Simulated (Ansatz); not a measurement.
# Si3N4: the cost of one run

Program: Ansatz 0.2.0. Level of theory: DFT r2SCAN, scalar-relativistic, plane waves, PAW. These are calculated values, not measurements.

## (1) The structure to begin with

It takes space group I-43d (No. 220, cubic). Conventional cell: a = 6.475 Å, b = 6.475 Å, c = 6.475 Å, α = 90.00°, β = 90.00°, γ = 90.00°. Si (site symmetry -4) is surrounded by 4 N at 1.75 Å. N (site symmetry 3) is surrounded by 3 Si at 1.75 Å.

Structure file:

```cif
data_structure
_symmetry_space_group_name_H-M 'P 1'
_symmetry_Int_Tables_number 1
_cell_length_a 5.6073
_cell_length_b 5.6073
_cell_length_c 5.6073
_cell_angle_alpha 109.471
_cell_angle_beta 109.471
_cell_angle_gamma 109.471
_cell_volume 135.72
loop_
_atom_site_label
_atom_site_type_symbol
_atom_site_fract_x
_atom_site_fract_y
_atom_site_fract_z
_atom_site_occupancy
Si1 Si 0.25000 0.12500 0.87500 1
Si2 Si 0.87500 0.25000 0.12500 1
Si3 Si 0.75000 0.37500 0.62500 1
Si4 Si 0.62500 0.75000 0.37500 1
Si5 Si 0.12500 0.87500 0.25000 1
Si6 Si 0.37500 0.62500 0.75000 1
N1 N 0.56280 0.56280 0.56280 1
N2 N 0.43720 0.50000 0.00000 1
N3 N 0.50000 0.00000 0.93720 1
N4 N 0.00000 0.43720 0.50000 1
N5 N 0.93720 0.50000 0.00000 1
N6 N 0.06280 0.06280 0.06280 1
N7 N 0.00000 0.93720 0.50000 1
N8 N 0.50000 0.00000 0.43720 1
```

The structure comes from the Crystallography Open Database.

(A quick probe on a coarse mesh, which set the mesh and smearing, is not shown.)

## (3) Relaxing cell and atoms

The input, input.yaml:

```yaml
crystal:
  lattice:
    - [-3.23735, 3.23735, 3.23735]
    - [3.23735, -3.23735, 3.23735]
    - [3.23735, 3.23735, -3.23735]
  atoms:
    - { symbol: Si, position: [0.25, 0.125, 0.875] }
    - { symbol: Si, position: [0.875, 0.25, 0.125] }
    - { symbol: Si, position: [0.75, 0.375, 0.625] }
    - { symbol: Si, position: [0.625, 0.75, 0.375] }
    - { symbol: Si, position: [0.125, 0.875, 0.25] }
    - { symbol: Si, position: [0.375, 0.625, 0.75] }
    - { symbol: "N", position: [0.5628, 0.5628, 0.5628] }
    - { symbol: "N", position: [0.4372, 0.5, 0.0] }
    - { symbol: "N", position: [0.5, 0.0, 0.9372] }
    - { symbol: "N", position: [0.0, 0.4372, 0.5] }
    - { symbol: "N", position: [0.9372, 0.5, 0.0] }
    - { symbol: "N", position: [0.0628, 0.0628, 0.0628] }
    - { symbol: "N", position: [0.0, 0.9372, 0.5] }
    - { symbol: "N", position: [0.5, 0.0, 0.4372] }
basis:
  ecutwfc: 500
kpoints:
  mp_grid: { grid: [6, 6, 6] }
hamiltonian:
  xc: r2scan
scf:
  occupations: { method: gaussian, width: 0.02 }
output:
  forces: true
  stress: true
  eigenvalues: true
  write_density: true
  write_potential: true
  elf: true
  volumetric_format: npy
relax:
  adjacent_minimum: "off"
  f_tol: 0.005
  max_steps: 80
  cell: { stress_tol: 0.05 }
```

Started as:

```sh
> ansatz run input.yaml --threads 4 --pin off --max-ram 10240MiB --backend cpu --events-out ev --progress --plain --runs-dir out
```

**Question.** How long does this run take on 4 threads of Intel Xeon at 2.50GHz (Skylake/Cascade Lake), shared host, and how much memory does it need?

About 40 s, with a peak of 0.82 GiB.
